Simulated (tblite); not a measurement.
# C6H11BO3: the cost of one run

Programs: tblite 0.8.0 and PySCF 2.14.0, with density-fitted response routines of our own. Each step states its level of theory. These are calculated values for one molecule in the gas phase, unless marked as measured. Atoms count from 0, in the outputs and in this text.

## (1) The molecule as given

21 atoms, charge 0, multiplicity 1; geometry from: force field or distance geometry start.

Bonds of the start (Å): C0–C1 1.49, C1–C2 1.54, C1–O3 1.37, O3–B4 1.43, B4–O5 1.48, O5–C6 1.37, C6–C7 1.31, C7–C8 1.45, C8–O9 1.26, O9–B4 1.48, C0–H10 1.10, C0–H11 1.11, C0–H12 1.12, C1–H13 1.11, C2–H14 1.12, C2–H15 1.11, C2–H16 1.10, B4–H17 1.19, C6–H18 1.10, C7–H19 1.06, C8–H20 1.08.

## (2) Geometry optimisation with GFN2-xTB

Job settings and geometry (Å):

```
{"job": {"kind": "relax", "xc": "GFN2-xTB", "basis": "xTB"}, "charge": 0, "multiplicity": 1}
C     -2.808300     0.808900    -0.369500
C     -1.578500    -0.026300    -0.344500
C     -1.860300    -1.151500     0.661900
O     -0.462800     0.600200     0.133000
B      0.735000     0.582500    -0.641400
O      1.694000     1.492600     0.020800
C      2.907800     1.147100     0.552000
C      3.298000    -0.102800     0.491400
C      2.413000    -1.060900    -0.152900
O      1.291500    -0.789800    -0.650700
H     -2.653800     1.842700    -0.706000
H     -3.284800     0.806200     0.632400
H     -3.570700     0.358100    -1.059500
H     -1.474200    -0.517400    -1.329400
H     -2.499100    -0.791500     1.511400
H     -0.903600    -1.462100     1.138800
H     -2.336900    -2.009600     0.174200
H      0.604400     0.899900    -1.780500
H      3.516200     1.927300     1.030000
H      4.220600    -0.449200     0.884400
H      2.743400    -2.087500    -0.196400
```

The run is started by

```
OMP_NUM_THREADS=1 python probes_run.py task.json out
```

One launch serves the whole session: the jobs run in the order shown.

**Question.** How long does this first job take on 1 thread of Arm Neoverse N1, shared host, and how much memory does it need?

About 2.3 s, with a peak of 0.18 GiB.
